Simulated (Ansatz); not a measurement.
# FHf, Hf, F: batch of points and single point, part 2 of 2

The task, for FHf, Hf, F: 6 runs in a chain (batch of points and single point).

Ansatz 0.2.0; CCSD(T) on unrestricted Hartree-Fock, Gaussian basis def2-QZVPP, and further levels as typed in the inputs.

## 5. Single point

Input file input.yaml:

```yaml
crystal:
  periodic: [false, false, false]
  atoms:
    - { symbol: Hf, position_ang: [0.0, 0.0, 0.0] }
magnetization:
  spin_polarized: true
  initial_magnetization: 3
total_charge: 1
basis:
  gaussian: { orbitals: def2-QZVPP.json }
hamiltonian:
  xc: hf
correlation:
  method: ccsd_t
```

Run with:

```sh
$ ansatz run input.yaml --threads 6 --pin off --max-ram 10240MiB --backend cpu --events-out ev --progress --plain --runs-dir out
```

What it wrote:

```text
Warning: RAYON_NUM_THREADS=6 ignored (pool sized by the plan → 6); use --threads N
Engine: ansatz 0.2.0, aarch64-unknown-linux-gnu
Functional definition: HF
  exchange = exact_x
  correlation = 0
495 factors; integrals over basis functions are off by at most 2.1e-4 eV
mean field evaluation 1: about -1282.9044 eV, gradient 8.0e0 eV
mean field evaluation 2: about -1282.9086 eV, gradient 8.0e0 eV
mean field evaluation 4: about -1283.3318 eV, gradient 8.5e-1 eV
mean field evaluation 8: about -1283.4189 eV, gradient 3.2e-1 eV
mean field evaluation 16: about -1283.4290 eV, gradient 2.6e-6 eV
mean field evaluation 32: about -1283.4283 eV, gradient 2.1e-1 eV
mean field evaluation 64: about -1283.4285 eV, gradient 3.0e-1 eV
mean field evaluation 96: about -1283.4199 eV, gradient 1.5e0 eV
mean field evaluation 128: about -1283.3298 eV, gradient 1.4e0 eV
mean field evaluation 160: about -1283.4289 eV, gradient 1.2e-1 eV
mean field evaluation 192: about -1283.2804 eV, gradient 3.8e0 eV
mean field evaluation 224: about -1282.3468 eV, gradient 3.3e0 eV
mean field evaluation 256: about -1281.2788 eV, gradient 7.5e-2 eV
mean field evaluation 288: about -1281.4106 eV, gradient 1.9e0 eV
mean field evaluation 320: about -1280.3388 eV, gradient 2.8e-3 eV
mean field evaluation 352: about -1280.2277 eV, gradient 6.5e-4 eV
mean field evaluation 384: about -1280.2873 eV, gradient 4.4e-1 eV
mean field evaluation 416: about -1280.2277 eV, gradient 7.8e-4 eV
mean field evaluation 448: about -1283.4289 eV, gradient 1.0e-1 eV
mean field evaluation 480: about -1283.1866 eV, gradient 2.9e-2 eV
mean field evaluation 512: about -1283.4154 eV, gradient 2.0e0 eV
mean field evaluation 544: about -1282.4961 eV, gradient 4.7e-2 eV
mean field evaluation 576: about -1281.2982 eV, gradient 1.3e-1 eV
mean field evaluation 608: about -1281.2785 eV, gradient 6.0e-2 eV
mean field evaluation 640: about -1281.4760 eV, gradient 1.8e0 eV
mean field evaluation 672: about -1280.6187 eV, gradient 3.6e-2 eV
mean field evaluation 704: about -1280.3388 eV, gradient 3.1e-4 eV
mean field evaluation 736: about -1280.3388 eV, gradient 1.5e-3 eV
mean field evaluation 768: about -1282.4961 eV, gradient 1.8e-4 eV
mean field -1283.42902203 eV, -47.1651466201 hartree, gradient 2.8e-6 eV, S^2 3.755359; 18 other end points of the search recorded, 0 dependent functions left out
determinant -1283.42902203 eV, -47.1651466201 hartree, with singles and doubles -1290.25914177 eV, -47.4161488910 hartree
determinant -1283.18664814 eV, -47.1562395439 hartree, with singles and doubles -1290.11670147 eV, -47.4109143064 hartree
determinant -1282.49614542 eV, -47.1308640369 hartree, with singles and doubles -1289.59756274 eV, -47.3918363102 hartree
determinant -1281.48608321 eV, -47.0937449355 hartree, with singles and doubles -1288.31398055 eV, -47.3446655345 hartree
determinant -1281.27808057 eV, -47.0861009795 hartree, with singles and doubles -1288.17516066 eV, -47.3395639978 hartree
determinant -1280.61865633 eV, -47.0618675855 hartree, with singles and doubles -1287.68860907 eV, -47.3216835565 hartree
determinant -1280.33875102 eV, -47.0515812551 hartree, with singles and doubles -1286.85889348 eV, -47.2911920711 hartree
determinant -1280.22765002 eV, -47.0474983687 hartree, with singles and doubles -1286.76423599 eV, -47.2877134724 hartree
determinant -1280.14121972 eV, -47.0443221137 hartree, with singles and doubles -1286.72341468 eV, -47.2862133171 hartree
determinant -1283.42902203 eV, -47.1651466201 hartree, with singles and doubles -1290.27622426 eV, -47.4167766609 hartree
determinant -1283.18664814 eV, -47.1562395439 hartree, with singles and doubles -1290.13269532 eV, -47.4115020695 hartree
reference -1283.42902203 eV, -47.1651466201 hartree; 7, 4 occupied and 74, 77 virtual orbitals, 495 factors
second order -6.54425870 eV of doubles, -0.00000000 eV of singles
cycle   1  -6.84720341 eV  change   -1.2e-6 eV  update   6.0e-6
perturbative tasks: 0 of 35420
perturbative tasks: 1771 of 35420
perturbative tasks: 3542 of 35420
perturbative tasks: 5313 of 35420
perturbative tasks: 7084 of 35420
perturbative tasks: 8855 of 35420
perturbative tasks: 10626 of 35420
perturbative tasks: 12397 of 35420
perturbative tasks: 14168 of 35420
perturbative tasks: 15939 of 35420
perturbative tasks: 17710 of 35420
perturbative tasks: 19481 of 35420
perturbative tasks: 21252 of 35420
perturbative tasks: 23023 of 35420
perturbative tasks: 24794 of 35420
perturbative tasks: 26565 of 35420
perturbative tasks: 28336 of 35420
perturbative tasks: 30107 of 35420
perturbative tasks: 31878 of 35420
perturbative tasks: 33649 of 35420
perturbative correction -0.16506021 eV, -0.0060658508 hartree
Total energy: -1290.44128564 eV, -47.4228425549 hartree
```

Wall time 6.9 s (6 threads of Arm Neoverse V1, shared host); peak memory 0.41 GiB.

## 6. Single point: F, charge +0

Input file input.yaml:

```yaml
crystal:
  periodic: [false, false, false]
  atoms:
    - { symbol: F, position_ang: [0.0, 0.0, 0.0] }
magnetization:
  spin_polarized: true
  initial_magnetization: 1
basis:
  gaussian: { orbitals: def2-QZVPP.json }
hamiltonian:
  xc: hf
correlation:
  method: ccsd_t
```

Run with:

```sh
$ ansatz run input.yaml --threads 6 --pin off --max-ram 10240MiB --backend cpu --events-out ev --progress --plain --runs-dir out
```

What it wrote:

```text
Warning: RAYON_NUM_THREADS=6 ignored (pool sized by the plan → 6); use --threads N
Engine: ansatz 0.2.0, aarch64-unknown-linux-gnu
Functional definition: HF
  exchange = exact_x
  correlation = 0
361 factors; integrals over basis functions are off by at most 1.2e-4 eV
mean field evaluation 1: about -2705.0179 eV, gradient 9.4e0 eV
mean field evaluation 2: about -2705.0180 eV, gradient 9.4e0 eV
mean field evaluation 4: about -2705.2402 eV, gradient 1.0e0 eV
mean field evaluation 8: about -2705.2441 eV, gradient 6.2e-4 eV
mean field evaluation 16: about -2705.2440 eV, gradient 7.9e-2 eV
mean field evaluation 32: about -2705.2380 eV, gradient 1.2e0 eV
mean field evaluation 64: about -2705.2441 eV, gradient 1.3e-4 eV
mean field -2705.24409950 eV, -99.4158869761 hartree, gradient 8.8e-7 eV, S^2 0.754034; 4 other end points of the search recorded, 0 dependent functions left out
1 core orbitals not correlated: weight in the atoms' cores, before any rotation towards them, 1.000 or more for the frozen orbitals, at most 0.000 for the correlated occupied ones
reference -2705.24409950 eV, -99.4158869761 hartree; 4, 3 occupied and 52, 53 virtual orbitals, 361 factors
second order -5.99185488 eV of doubles, -0.00000000 eV of singles
cycle   1  -6.18603021 eV  change   -1.9e-1 eV  update   2.7e-2
cycle   2  -6.26287246 eV  change   -7.7e-2 eV  update   7.8e-3
cycle   3  -6.27773613 eV  change   -1.5e-2 eV  update   3.5e-3
cycle   4  -6.27543828 eV  change    2.3e-3 eV  update   1.2e-3
cycle   5  -6.27627393 eV  change   -8.4e-4 eV  update   4.2e-4
cycle   6  -6.27634361 eV  change   -7.0e-5 eV  update   9.3e-5
cycle   7  -6.27635648 eV  change   -1.3e-5 eV  update   2.1e-5
cycle   8  -6.27635171 eV  change    4.8e-6 eV  update   5.0e-6
perturbative tasks: 0 of 2400
perturbative tasks: 192 of 2400
perturbative tasks: 384 of 2400
perturbative tasks: 576 of 2400
perturbative tasks: 768 of 2400
perturbative tasks: 960 of 2400
perturbative tasks: 1152 of 2400
perturbative tasks: 1344 of 2400
perturbative tasks: 1536 of 2400
perturbative tasks: 1728 of 2400
perturbative tasks: 1920 of 2400
perturbative tasks: 2112 of 2400
perturbative tasks: 2304 of 2400
perturbative correction -0.12628428 eV, -0.0046408618 hartree
Total energy: -2711.64673549 eV, -99.6511795091 hartree
```

Wall time 0.47 s (6 threads of Arm Neoverse V1, shared host); peak memory 0.15 GiB.

## 7. Results

What follows sums up all 2 parts.

```
step  system                                                            level  set  energy above the lowest (eV)  charge  2S+1 typed  ⟨S²⟩  dipole (D)    time
   3      Hf  CCSD(T) on unrestricted Hartree-Fock, Gaussian basis def2-QZVPP    A                           n/a       0           3  2.02         n/a    11 s
   4      Hf  CCSD(T) on unrestricted Hartree-Fock, Gaussian basis def2-QZVPP    B                         0.000       1           2  1.43         n/a   7.2 s
   5      Hf  CCSD(T) on unrestricted Hartree-Fock, Gaussian basis def2-QZVPP    B                         0.497       1           4  3.76         n/a   6.9 s
   6       F  CCSD(T) on unrestricted Hartree-Fock, Gaussian basis def2-QZVPP    C                           n/a       0           2  0.75         n/a  0.47 s
```

Energies compare only among runs of one formula, size, charge, level and basis; each such set counts from its lowest member. The letters name the sets, whose settings differ as the inputs show.

```
                                quantity   value
lowest point of the Hf1–F2 scan (step 2)  1.80 Å
```

In words: In step 4 ⟨S²⟩ lies far over S(S+1): such a determinant mixes spin states (near 1 for a typed singlet, half singlet and half triplet), so its energy isn't that of the typed multiplicity.
